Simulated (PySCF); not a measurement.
# H10Si4: the cost of one run

Computed with PySCF 2.14.0, with density-fitted response routines of our own, on a single molecule, in the gas phase or a continuum. Atoms count from 0, in the outputs and in this text.

**1. Starting geometry**

14 atoms, charge 0, multiplicity 1; geometry from: GFN2-xTB. The atoms were then displaced at random by about 0.01 Å, so the start is not that level's minimum.

Bonds of the start (Å): Si0–Si1 2.31, Si1–Si2 2.34, Si2–Si3 2.28, Si0–H4 1.45, Si0–H5 1.46, Si0–H6 1.49, Si1–H7 1.48, Si1–H8 1.47, Si2–H9 1.49, Si2–H10 1.46, Si3–H11 1.46, Si3–H12 1.47, Si3–H13 1.51.

**2. Geometry optimisation at PBE0-D3(BJ)/def2-TZVP**

The job: settings as JSON, then the geometry in Å.

```
{"job": {"xc": "PBE0", "basis": "def2-TZVP", "d3": "d3bj", "grid": 2, "shake": 0.01, "kind": "geom"}, "charge": 0, "multiplicity": 1}
Si     2.170420     0.969010     0.889880
Si     1.270250    -0.874080    -0.170940
Si    -1.017950    -1.218330     0.173600
Si    -2.323610     0.551750    -0.439510
H      3.572610     1.218200     0.631040
H      1.985280     0.923410     2.338150
H      1.465980     2.210580     0.456370
H      1.528760    -0.754320    -1.624130
H      2.057650    -2.054950     0.219430
H     -1.212460    -1.515810     1.619940
H     -1.463930    -2.452680    -0.469540
H     -1.981230     1.772380     0.290500
H     -2.257930     0.866210    -1.872820
H     -3.800990     0.343570    -0.179160
```

Command:

```
$ OMP_NUM_THREADS=1 python probes_run.py task.json out
```

One launch serves the whole session: the jobs run in the order shown.

Q: Estimate the wall time and peak memory of this first job on 1 thread of Arm Neoverse V1, shared host.

About 2.1 min, with a peak of 0.98 GiB.
